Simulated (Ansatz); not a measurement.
**SiH3Br (SMILES [SiH3]Br) at 6 levels**

Wanted: a comparison of 6 runs (BLYP/STO-3G, PBE0/STO-3G, r2SCAN/STO-3G, RPA@PBE/STO-3G, BCCD(T)/STO-3G, UCCSD(T)/STO-3G) of SiH3Br. 

The calculation is run with Ansatz 0.2.0.

56 further runs of the same task are left out: 6 that didn't finish, 50 set aside as unsound or not needed.

## (1) The molecule

SiH3Br: 5 atoms, total charge 0, spin state singlet. As SMILES, `[SiH3]Br`. The H3–Si1 distance was set to 3.701 Å, away from the relaxed value. At this shape a bond of the SMILES string is far longer than usual.

Bond lengths: Si1–Br2 2.219 Å, Si1–H4 1.481 Å, Si1–H5 1.481 Å. Angles: Br2–Si1–H4 108.4°, Br2–Si1–H5 108.4°, H4–Si1–H5 110.5°.

## (2) The energy at BLYP/STO-3G (run 1)

Input file job.yaml:

```yaml
crystal:
  periodic: [false, false, false]
  atoms:
    - symbol: Si
      position_ang: [1.228254, 0.298001, -1.769799]
    - symbol: Br
      position_ang: [3.228694, -0.463229, -1.183329]
    - symbol: H
      position_ang: [-1.064550, -0.105170, 1.107850]
    - symbol: H
      position_ang: [0.750124, -0.489449, -2.928849]
    - symbol: H
      position_ang: [1.360164, 1.727461, -2.132189]
basis:
  gaussian:
    orbitals: STO-3G
total_charge: 0
hamiltonian:
  xc: {name: BLYP}
accuracy: high
```

Launch:

```sh
$ ansatz run job.yaml --threads 1 --pin off --max-ram 3480MiB --events-out events.jsonl --progress --plain --runs-dir runs
```

The program printed:

```text
Warning: RAYON_NUM_THREADS=1 ignored (pool sized by the plan → 1); use --threads N
Functional definition: BLYP
  name "BLYP"
  parameter beta = 0.0042
  parameter a = 0.04918
  parameter b = 0.132
  parameter c = 0.2533
  parameter d = 0.349
  exchange = b88_x(beta = beta)
  correlation = lyp_c(a = a, b = b, c = c, d = d)
435 factors; integrals over basis functions are off by at most 9.0e-9 eV
mean field evaluation 1: about -77093.9267 eV, gradient 2.8e1 eV
mean field evaluation 2: about -77084.1395 eV, gradient 4.7e1 eV
mean field evaluation 4: about -77096.1934 eV, gradient 1.4e1 eV
mean field evaluation 8: about -77099.6232 eV, gradient 2.0e1 eV
mean field evaluation 16: about -77105.1655 eV, gradient 9.7e-9 eV
mean field -77105.16553126 eV, -2833.5625695154 hartree, gradient 9.7e-9 eV, S^2 0.000000; 0 other end points of the search recorded, 0 dependent functions left out
reference -77105.16557344 eV, -2833.5625710657 hartree; 26, 26 occupied and 4, 4 virtual orbitals, 435 factors
Total energy: -77105.16557344 eV, -2833.5625710657 hartree
```

Run time: 1.7 s. Hardware: 1 thread of Arm Neoverse V1, shared host; peak memory 0.1 GiB.

## (3) The energy at PBE0/STO-3G (run 2)

Input file molecule.yaml:

```yaml
crystal:
  periodic: [false, false, false]
  atoms:
    - {symbol: Si, position_ang: [1.228254, 0.298001, -1.769799]}
    - {symbol: Br, position_ang: [3.228694, -0.463229, -1.183329]}
    - {symbol: H, position_ang: [-1.064550, -0.105170, 1.107850]}
    - {symbol: H, position_ang: [0.750124, -0.489449, -2.928849]}
    - {symbol: H, position_ang: [1.360164, 1.727461, -2.132189]}
basis:
  gaussian: {orbitals: STO-3G}
hamiltonian: {xc: {name: PBE0}}
accuracy: high
```

Launch:

```sh
$ ansatz run molecule.yaml --threads 1 --pin off --max-ram 3480MiB --events-out events.jsonl --progress --plain --runs-dir runs
```

The program printed:

```text
Warning: RAYON_NUM_THREADS=1 ignored (pool sized by the plan → 1); use --threads N
Functional definition: PBE0
  name "PBE0"
  parameter a = 0.25
  parameter kappa = 0.804
  parameter beta = 0.06672455060314922
  exchange = (1 - a)*pbe_x(kappa = kappa, mu = beta*pi^2/3) + a*exact_x
  correlation = pbe_c(beta = beta)
435 factors; integrals over basis functions are off by at most 9.0e-9 eV
mean field evaluation 1: about -77089.3890 eV, gradient 2.4e1 eV
mean field evaluation 2: about -77083.8221 eV, gradient 3.6e1 eV
mean field evaluation 4: about -77091.4564 eV, gradient 1.3e1 eV
mean field evaluation 8: about -77091.5014 eV, gradient 1.8e1 eV
mean field evaluation 16: about -77099.4688 eV, gradient 1.7e-7 eV
mean field -77099.46880413 eV, -2833.3532186548 hartree, gradient 1.0e-8 eV, S^2 0.000000; 0 other end points of the search recorded, 0 dependent functions left out
reference -77099.46880563 eV, -2833.3532187099 hartree; 26, 26 occupied and 4, 4 virtual orbitals, 435 factors
Total energy: -77099.46880563 eV, -2833.3532187099 hartree
```

Wall time 1.8 s (1 thread of Arm Neoverse V1, shared host); peak memory 0.1 GiB.

Run 3 isn't shown in full; the table further down has it.

## (4) The energy at RPA@PBE/STO-3G (run 4)

Input file input.yaml:

```yaml
crystal:
  periodic: [false, false, false]
  atoms:
    - {symbol: Si, position_ang: [1.228254, 0.298001, -1.769799]}
    - {symbol: Br, position_ang: [3.228694, -0.463229, -1.183329]}
    - {symbol: H, position_ang: [-1.064550, -0.105170, 1.107850]}
    - {symbol: H, position_ang: [0.750124, -0.489449, -2.928849]}
    - {symbol: H, position_ang: [1.360164, 1.727461, -2.132189]}
basis:
  gaussian: {orbitals: STO-3G}
magnetization: {spin_polarized: false}
hamiltonian: {xc: {name: PBE}}
correlation: {method: rpa, frozen_orbitals: {Br: 9, H: 0, Si: 5}}
accuracy: high
```

Launch:

```sh
$ ansatz run input.yaml --threads 1 --pin off --max-ram 3480MiB --events-out events.jsonl --progress --plain --runs-dir runs
```

The program printed (excerpt; [...] marks lines left out):

```text
Warning: RAYON_NUM_THREADS=1 ignored (pool sized by the plan → 1); use --threads N
Functional definition: PBE
  name "PBE"
[...]
435 factors; integrals over basis functions are off by at most 9.0e-9 eV
[...]
mean field -77092.99773025 eV, -2833.1154110762 hartree, gradient 5.7e-8 eV, S^2 0.000000; 1 other end points of the search recorded, 0 dependent functions left out; unrestricted orbitals would lower it
unrestricted determinant -77059.62358642 eV, -2831.8889339121 hartree, S^2 0.9995
14 core orbitals not correlated: weight in the atoms' cores, before any rotation towards them, 0.999 or more for the frozen orbitals, at most 0.000 for the correlated occupied ones
reference -77053.64318065 eV, -2831.6691580537 hartree; 12, 12 occupied and 4, 4 virtual orbitals, 435 factors
Total energy: -77060.94969891 eV, -2831.9376676470 hartree
```

It took 3.6 s on 1 thread of Arm Neoverse V1, shared host; peak memory 0.11 GiB.

Run 5 isn't shown in full; the table further down has it.

## (5) The energy at UCCSD(T)/STO-3G (run 6)

Input file job.yaml:

```yaml
crystal:
  periodic: [false, false, false]
  atoms:
    - {symbol: Si, position_ang: [1.228254, 0.298001, -1.769799]}
    - {symbol: Br, position_ang: [3.228694, -0.463229, -1.183329]}
    - {symbol: H, position_ang: [-1.064550, -0.105170, 1.107850]}
    - {symbol: H, position_ang: [0.750124, -0.489449, -2.928849]}
    - {symbol: H, position_ang: [1.360164, 1.727461, -2.132189]}
basis:
  gaussian:
    orbitals: STO-3G
correlation:
  method: ccsd_t
  frozen_orbitals: {Br: 9, H: 0, Si: 5}
scf:
  omitted_lower_state_checks: [cluster_reference, increment]
total_charge: 0
accuracy: high
magnetization:
  spin_polarized: true
  initial_magnetization: 0
```

Launch:

```sh
$ ansatz run job.yaml --threads 1 --pin off --max-ram 3480MiB --events-out events.jsonl --progress --plain --runs-dir runs
```

The program printed (excerpt; [...] marks lines left out):

```text
Warning: RAYON_NUM_THREADS=1 ignored (pool sized by the plan → 1); use --threads N
Functional definition: HF
  name "HF"
[...]
435 factors; integrals over basis functions are off by at most 9.0e-9 eV
[...]
mean field -77059.62358642 eV, -2831.8889339121 hartree, gradient 6.8e-8 eV, S^2 0.999518; 6 other end points of the search recorded, 0 dependent functions left out
14 core orbitals not correlated: weight in the atoms' cores, before any rotation towards them, 1.000 or more for the frozen orbitals, at most 0.000 for the correlated occupied ones
reference -77059.62358642 eV, -2831.8889339121 hartree; 12, 12 occupied and 4, 4 virtual orbitals, 435 factors
second order -0.95090916 eV of doubles, -0.00000000 eV of singles
cycle   1  -1.23023798 eV  change   -2.8e-1 eV  update   5.0e-2
[...]
cycle  29  -1.40238868 eV  change    1.8e-9 eV  update   1.7e-9
perturbative correction -0.01853157 eV, -0.0006810225 hartree
Total energy: -77061.04450667 eV, -2831.9411517680 hartree
Checks for a lower state left out: cluster_reference, increment
```

It took 1.3 s on 1 thread of Arm Neoverse V1, shared host.

## (6) All runs side by side

```
run            level  frozen core orbitals   energy (Eh)  wall time
  1      BLYP/STO-3G                     –  -2833.562571      1.7 s
  2      PBE0/STO-3G                     –  -2833.353219      1.8 s
  3    r2SCAN/STO-3G                     –  -2833.777715      4.8 s
  4   RPA@PBE/STO-3G                    14  -2831.937668      3.6 s
  5   BCCD(T)/STO-3G                    14  -2831.943170     0.54 s
  6  UCCSD(T)/STO-3G                    14  -2831.941152      1.3 s
```

## (7) Results

| quantity | value |
| --- | --- |
| run 6: total energy | -2831.94115 Eh |
| run 6: correlation energy (14 core orbitals frozen) | -52.2 mEh |
| run 6: (T) correction | -0.68 mEh |
| run 6: ⟨S²⟩ of the reference determinant | 1.000 |
| run 6: T1 diagnostic | 0.006 |

What this shows: Totals of different functionals can't be ranked against each other. In runs 4, 5 the log says that unrestricted orbitals would lower the reference, so the values rest on an unstable closed-shell determinant (other closed-shell runs at this shape may share the fault). In runs 1, 2, 3, 4, 5, 6 the basis is minimal, so the values are rough. In runs 1, 2, 3, 4 a closed-shell determinant meets a far-stretched bond, which it describes badly. Spin contamination of the reference: run 6 ⟨S²⟩ = 1.00. Where it is this large, the reference is a mixture of spin states, and values that rest on it are in doubt. All runs together took 14 s, the longest 4.8 s.
